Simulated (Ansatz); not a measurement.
# C₂H₇GeN: a ladder of functionals and wavefunction methods

One table from this session's results is given with a row withheld; the runs are named, their logs left out.

Program: Ansatz 0.2.0, Gaussian basis. Level of theory: functionals in def2-TZVPP, the program's frozen cores in correlated methods. These are calculated values, not measurements.

Levels to be run: LDA (SPW92), PBE-D4, revPBE-D4, BLYP-D4, r2SCAN-D4, B97M-V, PBE0-D4, B3LYP-D4, r2SCANh-D4, r2SCAN0-D4, HSE06-D4, BHLYP-D4, CAM-B3LYP-D4, LC-ωPBE, ωB97X-V, ωB97M-V, B2PLYP, PBE-QIDH; CCSD(T)/def2-SVP; CCSD(T)/def2-TZVPP; MP2/def2-QZVPP; extrapolation to the limit; RPA on PBE.

## The geometry

An earlier PBE0-D4 in a triple-zeta def2 set relaxation fixed the geometry.

SMILES `C1[CH2][GeH2][NH]1`, 11 atoms, charge 0, spin multiplicity 1.

Atoms are counted from 1 here; the program's logs count them from 0.

Bond lengths: C1–C2 1.546 Å, C1–N4 1.473 Å, C1–H5 1.098 Å, C1–H6 1.097 Å, C2–Ge3 1.968 Å, C2–H7 1.088 Å, C2–H8 1.090 Å, Ge3–N4 1.854 Å, Ge3–H9 1.549 Å, Ge3–H10 1.541 Å, N4–H11 1.009 Å. Angles: C2–C1–N4 100.8°, C2–C1–H5 110.0°, C2–C1–H6 113.4°, N4–C1–H5 113.2°, N4–C1–H6 112.1°, H5–C1–H6 107.4°, C1–C2–Ge3 86.7°, C1–C2–H7 115.4°, C1–C2–H8 113.0°, Ge3–C2–H7 118.5°, Ge3–C2–H8 112.4°, H7–C2–H8 109.4°, C2–Ge3–N4 74.9°, C2–Ge3–H9 116.7°, C2–Ge3–H10 121.5°, N4–Ge3–H9 117.1°, N4–Ge3–H10 114.8°, H9–Ge3–H10 108.7° and more.

The first run:

in.yaml

```yaml
crystal:
  periodic: [false, false, false]
  atoms:
    - {symbol: C, position_ang: [-0.788425, -0.072638, -0.768399]}
    - {symbol: C, position_ang: [-0.067755, -1.108902, 0.123924]}
    - {symbol: Ge, position_ang: [0.953951, 0.404103, 0.859703]}
    - {symbol: N, position_ang: [-0.454663, 1.177631, -0.064134]}
    - {symbol: H, position_ang: [-0.388194, -0.114381, -1.790202]}
    - {symbol: H, position_ang: [-1.871265, -0.233150, -0.833422]}
    - {symbol: H, position_ang: [0.471392, -1.888910, -0.409501]}
    - {symbol: H, position_ang: [-0.725296, -1.564931, 0.863652]}
    - {symbol: H, position_ang: [2.376995, 0.624667, 0.289103]}
    - {symbol: H, position_ang: [0.976419, 0.701988, 2.371163]}
    - {symbol: H, position_ang: [-0.417759, 2.017624, -0.621487]}
basis:
  gaussian: {orbitals: def2-TZVPP}
hamiltonian: {xc: lda}
output: {orbitals: {seedname: orbitals}}
```

Command:

```bash
> ansatz run in.yaml --threads 4 --pin off --events-out ev --progress --plain --max-ram 10444MiB
```

Steps of the session up to this table: LDA; PBE-D4 (GGA); revPBE-D4 (GGA); BLYP-D4 (GGA); r2SCAN-D4 (meta-GGA); B97M-V (meta-GGA); B3LYP-D4 (hybrid); r2SCANh-D4 (hybrid); r2SCAN0-D4 (hybrid); HSE06-D4 (hybrid); BHLYP-D4 (hybrid); CAM-B3LYP-D4 (range-separated); LC-ωPBE (range-separated); ωB97X-V (range-separated); ωB97M-V (range-separated); B2PLYP (double hybrid); PBE-QIDH (double hybrid).

One of the session's tables, all rows but one given; the rest of the session is left out.

It belongs to the step «Orbital energies across the functionals». 

```
  functional  HOMO (eV)  gap (eV)
 LDA (SPW92)      -5.22      4.29
      PBE-D4      -5.12      4.42
   revPBE-D4      -5.07      4.48
     BLYP-D4          ?         ?
   r2SCAN-D4      -5.38      5.00
      B97M-V      -5.53      5.00
     PBE0-D4      -6.48      6.62
    B3LYP-D4      -6.26      6.14
  r2SCANh-D4      -5.89      5.80
  r2SCAN0-D4      -6.67      6.99
    HSE06-D4      -6.08      5.85
    BHLYP-D4      -7.78      8.72
CAM-B3LYP-D4      -7.87      8.95
     LC-ωPBE      -9.22     11.54
     ωB97X-V      -8.89     11.02
     ωB97M-V      -8.81     10.65
```

Estimate the missing values for BLYP-D4.

Worked estimate for «HOMO (eV)». Against the share of exact exchange, B3LYP-D4 (0.2, -6.26), BHLYP-D4 (0.5, -7.78) give a slope of -5.07 per unit share; at 0 the line stands at -5.25.

**Answer.** HOMO (eV): -5.01; gap (eV): 4.39. In «HOMO (eV)» the line misses by -0.24.
